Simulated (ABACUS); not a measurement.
**Ta3AsAu2O13 in ABACUS: the effect of functional**

Ta3AsAu2O13:

```
CELL_PARAMETERS angstrom
5.13535 2.96489 4.05816
-5.13535 2.96489 4.05816
0.00000 -5.92980 4.05816
ATOMIC_POSITIONS crystal
Au 0.96559 0.96559 0.96559
Au 0.75105 0.75105 0.75105
Ta 0.23108 0.57229 0.23108
Ta 0.23108 0.23108 0.57229
Ta 0.57229 0.23108 0.23108
As 0.55878 0.55878 0.55878
O 0.40884 0.66762 0.40884
O 0.40884 0.40884 0.66762
O 0.66762 0.40884 0.40884
O 0.49726 0.01313 0.36024
O 0.36024 0.49726 0.01313
O 0.01313 0.36024 0.49726
O 0.36024 0.01313 0.49726
O 0.01313 0.49726 0.36024
O 0.49726 0.36024 0.01313
O 0.10963 0.74806 0.10963
O 0.10963 0.10963 0.74806
O 0.74806 0.10963 0.10963
O 0.30840 0.30840 0.30840
```

The cell was built by a generator and needn't be a form met in nature.

The cell isn't the ideal one: volume scaled by 0.94.

Alike in all runs:

```yaml
Program: ABACUS 3.10.1
Task: equation of state
Potentials_or_basis: PseudoDojo NC SR 0.4.1 PBE standard
Cutoff: 1361 eV
Density_cutoff: 5442 eV
Basis: DZP LCAO (the cutoffs set its grid)
k_mesh: 3 × 3 × 3
Occupations: fermi-dirac, width 0.05 eV
Spin: no spin polarisation
```

Task: One run gave: gap on the mesh 1.10 eV; pressure 3.7 GPa; largest force 1.65 eV/Å. Which functional did it use?
A. PBE
B. revPBE
C. LDA
D. BLYP
E. PBEsol

Result: C.

```csv
functional,gap on the mesh (eV),pressure (GPa),largest force (eV/Å)
LDA,1.10,3.7,1.65
PBE,1.26,8.9,1.90
PBEsol,1.18,6.0,1.74
revPBE,1.30,10.4,1.93
BLYP,1.26,12.2,2.19
```

Caveats: the atomic orbitals were generated for these runs and aren't a published set; spin-orbit coupling is left out, which moves the levels of the heavy elements; an odd mesh through Γ misses points on the zone boundary, where band edges often lie; the basis of atomic orbitals isn't converged, which shifts pressures, moduli and gaps; the potentials were made for another functional, which shifts forces and pressure (some runs); forces of over 1 eV/Å show positions far from the minimum, so gaps and moduli don't describe the material at rest (some runs).
